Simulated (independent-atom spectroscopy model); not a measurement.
# Be on SiC: peak ratios against emission angle

How does the ratio Be 1s / C 1s change with emission angle for this film?

Method: angle-resolved photoelectron peak ratio of a uniform film on a substrate: exponential attenuation with lengths from TPP-2M (nominal gaps) and the elastic albedo, Dirac-Hartree-Slater cross sections, magic-angle geometry; computed with independent-atom spectroscopy model, version 2.

### 1 The sample

0.32 nm of Be (1.8 g/cm³) on SiC (3.21 g/cm³).

### 2 The run

The inputs of this calculation:

```json
{
  "film": "Be",
  "film_density": 1.8,
  "base": "SiC",
  "base_density": 3.21,
  "photon_energy": 1486.7,
  "film_peak": "Be 1s",
  "base_peak": "C 1s",
  "thickness": 0.32,
  "emission_angle": [0, 10, 20, 30, 40, 45, 50, 55]
}
```

Units: film_density in g/cm³, base_density in g/cm³, photon_energy in eV, thickness in nm, emission_angle in degrees.

Before running it: what results should come out? Wanted: ratio at normal emission; ratio at 55°.

As calculated:

| quantity | value |
| --- | --- |
| ratio at normal emission | 0.0717 |
| ratio at 55° | 0.131 |
| attenuation length of the substrate peak in the film | 2.75 nm |
| thickness over that length | 0.12 |

**Reading.** The film is 0.12 attenuation lengths thick, so 89 % of the substrate's signal gets out at 0°. Tilting to 55° lengthens the path by 1/cos θ and raises the ratio 1.8-fold. Islands, roughness and grazing exit, where elastic scattering matters more, are outside the model.
